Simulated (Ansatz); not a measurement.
# BBr: the cost of one run

Computed with Ansatz 0.2.0, Gaussian basis. Level: def2-QZVPP, all electrons in the functionals, frozen cores in the correlation of double hybrids and RPA.

To be run: wB97M-V, B2PLYP, at charge 0, triplet; charge 0, singlet; charge 0, quintet; charge 1, doublet; charge 1, quartet.

10 further runs of the same task are left out: 10 set aside as unsound or not needed.

## Step 1: The system

The geometry is a PBE0/def2-TZVP stationary point (not a proven minimum). No spin-orbit coupling is included. The filled d shell of Br may be among the frozen orbitals whatever the setting's name suggests; the logs give the count.

2 atoms, charge 0, spin multiplicity 3.

Atoms are counted from 1 here; the program's logs count them from 0.

Bond lengths: B1–Br2 1.853 Å.

Geometry (Å):

```xyz
2

B     0.00000    0.00000    0.00000
Br    0.00000    0.00000    1.85300
```

No dispersion term is added; wB97M-V holds VV10 nonlocal correlation.

The geometry shown and the zero of energy belong to the point charge 0, triplet. The yardstick, RCCSD(T), and other wave-function levels (R restricted, U unrestricted, valence and pair active spaces) come from earlier runs.

## Step 2: wB97M-V, charge 0, triplet

File in.yaml:

```yaml
crystal:
  periodic: [false, false, false]
  atoms:
    - {symbol: B, position_ang: [0.000000, 0.000000, 0.000000]}
    - {symbol: Br, position_ang: [0.000000, 0.000000, 1.853000]}
basis:
  gaussian: {orbitals: "def2-QZVPP.json"}
magnetization: {spin_polarized: true, initial_magnetization: 2}
hamiltonian: {xc: {name: wB97M-V}}
output: {orbitals: {seedname: orbitals}}
```

Started as:

```
$ ansatz run in.yaml --threads 1 --pin off --events-out ev --progress --plain --max-ram 2393MiB
```

What time and memory should one allow on 1 thread of Arm Neoverse V1, shared host?

About 14 s, with a peak of 0.36 GiB.
